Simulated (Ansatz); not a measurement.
# CH₇GeSi radical: up Jacob's ladder to CCSD(T)

One table from this session's results is given with a row withheld; the runs are named, their logs left out.

The runs use Ansatz 0.2.0, Gaussian basis; functionals in def2-TZVPP, the program's frozen cores in correlated methods.

Plan: LDA (SPW92), PBE-D4, revPBE-D4, BLYP-D4, r2SCAN-D4, B97M-V, PBE0-D4, B3LYP-D4, r2SCANh-D4, r2SCAN0-D4, HSE06-D4, BHLYP-D4, CAM-B3LYP-D4, LC-ωPBE, ωB97X-V, ωB97M-V, B2PLYP, PBE-QIDH; CCSD(T)/def2-SVP; CCSD(T)/def2-TZVPP; MP2/def2-QZVPP; extrapolation to the limit; RPA on PBE.

## The relaxed structure

All runs share one geometry, relaxed beforehand with PBE0-D4 in a triple-zeta def2 set.

SMILES `[SiH2][CH2][GeH3]`, 10 atoms, charge 0, spin multiplicity 2.

Atoms are counted from 1 here; the program's logs count them from 0.

Bond lengths: Si1–C2 1.868 Å, Si1–H4 1.491 Å, Si1–H5 1.491 Å, C2–Ge3 1.967 Å, C2–H6 1.093 Å, C2–H7 1.093 Å, Ge3–H8 1.541 Å, Ge3–H9 1.538 Å, Ge3–H10 1.538 Å. Angles: C2–Si1–H4 111.1°, C2–Si1–H5 111.1°, H4–Si1–H5 109.3°, Si1–C2–Ge3 112.7°, Si1–C2–H6 110.1°, Si1–C2–H7 110.1°, Ge3–C2–H6 108.1°, Ge3–C2–H7 108.1°, H6–C2–H7 107.6°, C2–Ge3–H8 110.3°, C2–Ge3–H9 109.6°, C2–Ge3–H10 109.6°, H8–Ge3–H9 109.1°, H8–Ge3–H10 109.1°, H9–Ge3–H10 109.1°.

Geometry (Å):

| atom | x (Å) | y (Å) | z (Å) |
| --- | --- | --- | --- |
| Si1 | -1.0860 | 0.3557 | -1.4731 |
| C2 | 0.3225 | -0.5700 | -0.6672 |
| Ge3 | 0.6099 | -0.0375 | 1.2042 |
| H4 | -2.3722 | 0.0993 | -0.7634 |
| H5 | -0.8197 | 1.8226 | -1.4967 |
| H6 | 0.1255 | -1.6449 | -0.6878 |
| H7 | 1.2505 | -0.3933 | -1.2170 |
| H8 | 1.7842 | -0.8298 | 1.8115 |
| H9 | -0.6616 | -0.3181 | 2.0219 |
| H10 | 0.9303 | 1.4649 | 1.2703 |

Set-up of the first run:

The input, in.yaml:

```yaml
crystal:
  periodic: [false, false, false]
  atoms:
    - {symbol: Si, position_ang: [-1.086050, 0.355669, -1.473063]}
    - {symbol: C, position_ang: [0.322452, -0.569985, -0.667159]}
    - {symbol: Ge, position_ang: [0.609944, -0.037512, 1.204196]}
    - {symbol: H, position_ang: [-2.372171, 0.099281, -0.763393]}
    - {symbol: H, position_ang: [-0.819702, 1.822617, -1.496677]}
    - {symbol: H, position_ang: [0.125528, -1.644940, -0.687791]}
    - {symbol: H, position_ang: [1.250475, -0.393329, -1.216976]}
    - {symbol: H, position_ang: [1.784172, -0.829846, 1.811511]}
    - {symbol: H, position_ang: [-0.661619, -0.318068, 2.021910]}
    - {symbol: H, position_ang: [0.930271, 1.464915, 1.270343]}
basis:
  gaussian: {orbitals: def2-TZVPP}
magnetization: {spin_polarized: true, initial_magnetization: 1}
hamiltonian: {xc: lda}
output: {orbitals: {seedname: orbitals}}
```

Launch:

```sh
> ansatz run in.yaml --threads 2 --pin off --events-out ev --progress --plain --max-ram 22528MiB --backend cpu
```

Steps of the session up to this table: LDA; PBE-D4 (GGA); revPBE-D4 (GGA); BLYP-D4 (GGA); r2SCAN-D4 (meta-GGA); B97M-V (meta-GGA); B3LYP-D4 (hybrid); r2SCANh-D4 (hybrid); r2SCAN0-D4 (hybrid); HSE06-D4 (hybrid); BHLYP-D4 (hybrid); CAM-B3LYP-D4 (range-separated); LC-ωPBE (range-separated); ωB97X-V (range-separated); ωB97M-V (range-separated); B2PLYP (double hybrid); PBE-QIDH (double hybrid).

One table of the session follows, with a row left open; its other results are not shown here.

It belongs to the step «Frontier levels by functional». 

```
  functional  HOMO (eV)  LUMO (eV)  gap (eV)
 LDA (SPW92)      -4.75      -3.58      1.17
      PBE-D4      -4.79      -3.14      1.65
   revPBE-D4      -4.78      -3.00      1.78
     BLYP-D4      -4.57      -3.18      1.39
   r2SCAN-D4      -5.12      -2.68      2.43
      B97M-V      -4.87      -3.39      1.48
     PBE0-D4      -5.85      -2.23      3.62
    B3LYP-D4      -5.57      -2.63      2.94
  r2SCANh-D4          ?          ?         ?
  r2SCAN0-D4      -6.08      -1.96      4.12
    HSE06-D4      -5.46      -2.61      2.84
    BHLYP-D4      -6.71      -1.46      5.26
CAM-B3LYP-D4      -7.01      -1.37      5.64
     LC-ωPBE      -8.44       0.05      8.49
     ωB97X-V      -7.93      -0.51      7.42
     ωB97M-V      -7.57      -0.65      6.92
```

Q: Estimate the row for r2SCANh-D4 from the others.

Worked estimate for «HOMO (eV)». Against the share of exact exchange, r2SCAN-D4 (0, -5.12), r2SCAN0-D4 (0.25, -6.08) give a slope of -3.84 per unit share; at 0.1 the line stands at -5.50.

As computed: HOMO (eV): -5.50; LUMO (eV): -2.39; gap (eV): 3.11. In «HOMO (eV)» the line misses by 0.00.
